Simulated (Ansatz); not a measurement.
# VHg2: the cost of one run

Program: Ansatz 0.2.0. Level of theory: DFT PBE, scalar-relativistic, plane waves, PAW. These are calculated values, not measurements.

## Step 1: The system as given

Symmetry: P6_3/mmc, No. 194, hexagonal system. Conventional cell: a = 3.276 Å, b = 3.276 Å, c = 12.743 Å, α = 90.00°, β = 90.00°, γ = 120.00°. V (site symmetry -6m2) is surrounded by 6 Hg at 2.45 Å. Hg (site symmetry 3m) has 3 V at 2.45 Å as nearest neighbours.

As a file:

```
V Hg
1.0
     3.27609    0.00000    0.00000
    -1.63805    2.83718    0.00000
     0.00000    0.00000   12.74265
V Hg
2 4
Direct
  0.33333 0.66667 0.25000
  0.66667 0.33333 0.75000
  0.33333 0.66667 0.62750
  0.66667 0.33333 0.12750
  0.33333 0.66667 0.87250
  0.66667 0.33333 0.37250
```

(A quick probe on a coarse mesh, which set the mesh and smearing, is not shown.)

## Step 3: Coarse relaxation

Contents of input.yaml:

```yaml
crystal:
  lattice:
    - [3.2760909073, 0.0, 0.0]
    - [-1.6380454536, 2.8371779508, 0.0]
    - [0.0, 0.0, 12.7426502046]
  atoms:
    - { symbol: V, position: [0.3333333333, 0.6666666667, 0.25], spin: 1.13 }
    - { symbol: V, position: [0.6666666667, 0.3333333333, 0.75], spin: 1.13 }
    - { symbol: Hg, position: [0.3333333333, 0.6666666667, 0.6275] }
    - { symbol: Hg, position: [0.6666666667, 0.3333333333, 0.1275] }
    - { symbol: Hg, position: [0.3333333333, 0.6666666667, 0.8725] }
    - { symbol: Hg, position: [0.6666666667, 0.3333333333, 0.3725] }
basis:
  ecutwfc: 420
kpoints:
  mp_grid: { grid: [6, 6, 2] }
hamiltonian:
  xc: pbe
scf:
  occupations: { method: gaussian, width: 0.1 }
  lower_state_search: "off"
output:
  forces: true
  stress: true
  eigenvalues: true
  populations: true
magnetization:
  spin_polarized: true
relax:
  adjacent_minimum: "off"
  f_tol: 0.04
  max_steps: 70
  cell: { stress_tol: 0.4 }
```

Command:

```
ansatz run input.yaml --threads 1 --pin off --max-ram 2560MiB --backend cpu --events-out ev --progress --plain --runs-dir out
```

Q: Estimate wall time and peak memory on 1 thread of Intel Xeon 6975P-C (Granite Rapids), shared host.

About 89 s, with a peak of 0.57 GiB.
